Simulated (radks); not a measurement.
# Spin polarisation of the 4d shell in Ag²⁺

The task here is to estimate one member of a computed series from the others.

Program: radks (a radial shooting solver on a logarithmic mesh, Libxc functionals) version 1. Level of theory: scalar-relativistic Kohn-Sham, SCAN, spin-polarised, spherical densities, finite nucleus. These are calculated values, not measurements, unless marked.

**Starting point**

| Item | Value |
| --- | --- |
| element | silver (Z = 47) |
| charge | +2 |
| electrons | 45 |
| configuration | [Kr] 4d(up 4.5, down 4.5) |
| nuclear rms radius | 4.5454 fm |

A shell typed twice in an input gives spin up, then spin down.

The first run:

Settings of this run:

```text
Z 47
configuration [Kr] 4d4.5 4d4.5
relativity scalar-relativistic
functional scan,scan
spin polarised
nucleus finite rms 4.5454 fm
c 137.035999084
```

Among the steps run: No moment.

One table of the session follows, with a row left open; its other results are not shown here.

It belongs to the step «No moment». Sizes of the orbitals, from the radial functions (bohr):

```
level     <r>  outermost maximum (interpolated)  90 % within  nodes
   2s  0.1348                             0.114        0.208      1
   2p  0.1177                            0.0912        0.192      0
   3s  0.3676                             0.332        0.541      2
   3p  0.3670                             0.326        0.552      1
   3d  0.3458                             0.274        0.547      0
   4s  0.9127                             0.825         1.32      3
   4p  0.9967                             0.878         1.47      2
   4d       ?                                 ?            ?      ?
```

Estimate the missing values for 4d.

As computed: <r>: 1.303; outermost maximum (interpolated): 1.02; 90 % within: 2.05; nodes: 1. In the column «<r>» it is the highest.
